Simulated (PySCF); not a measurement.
# A diatomic session: SnB

The task here is to estimate one member of a computed series from the others.

The runs use PySCF 2.14.0; Sn x2c-TZVPPall, B x2c-TZVPPall, spin-free X2C with a Gaussian nucleus.

Set-up of the first run:

The job is set up so:

* atoms: Sn, B
* charge: 0
* basis: Sn x2c-TZVPPall, B x2c-TZVPPall
* Hamiltonian: spin-free X2C with a Gaussian nucleus
* basis functions: 91
* electrons treated: 55
* masses in u: 119.9022, 11.0093
* levels: PBE0, PBE, r²SCAN, M06-2X, r²SCAN0, BHandHLYP, M06-L, ωB97M-V, HF, MP2, SCS-MP2, CCSD, CCSD(T)
* grid: 80 radial by 434 angular points
* occupations: held fixed by the projection of orbital angular momentum
* dissociation limit: Sn + B, each in its ground configuration
* starting distance in angstrom: 2.165
* values of 2S to try: 1, 3

The run is started by

```sh
$ OMP_NUM_THREADS=1 python dia.py task.json out
```

Steps of the session up to this table: Input; First curve: PBE0; Higher solutions at PBE0; PBE (GGA); r²SCAN; M06-2X (hybrid meta-GGA); r²SCAN0 (hybrid meta-GGA); BHandHLYP (global hybrid GGA); M06-L (meta-GGA); ωB97M-V (range-separated hybrid); UHF; Adding correlation.

One table of the session follows, with a row left open; its other results are not shown here.

Energy (eV) from each level's lowest point:

| R (Å) | UHF | UHF-MP2 | UHF-SCS-MP2 | UHF-CCSD | UHF-CCSD(T) |
| --- | --- | --- | --- | --- | --- |
| 1.877 | 0.754 | 0.797 | 0.817 | n/a | n/a |
| 1.964 | 0.298 | 0.345 | 0.361 | 0.360 | 0.391 |
| 2.051 | 0.068 | 0.101 | 0.111 | 0.110 | 0.128 |
| 2.116 | 0.002 | 0.018 | 0.024 | 0.023 | 0.031 |
| 2.182 | 0.000 | 0.000 | 0.000 | 0.000 | 0.000 |
| 2.248 | 0.043 | 0.036 | 0.027 | 0.025 | 0.018 |
| 2.335 | ? | ? | ? | ? | ? |
| 2.444 | 0.295 | 0.372 | 0.318 | 0.274 | 0.259 |
| 2.575 | 0.489 | 0.699 | 0.598 | 0.514 | 0.500 |
| 2.749 | 0.725 | 1.150 | 0.974 | n/a | n/a |

**Question.** Estimate the row for R (Å) = 2.335.

Worked estimate for «UHF». A straight line through the neighbours (2.248, 0.043) and (2.444, 0.295) gives 0.043 + (0.295 − 0.043) × (2.335 − 2.248) / (2.444 − 2.248) = 0.155; a parabola fitted to 4 rows on both sides gives 0.148.

As computed: UHF: 0.141; UHF-MP2: 0.150; UHF-SCS-MP2: 0.126; UHF-CCSD: 0.111; UHF-CCSD(T): 0.099. In «UHF» the line misses by +0.014 and the parabola by +0.007.

State 4 has its PBE0 minimum 0.96 eV higher. The other levels ran on the lowest alone.
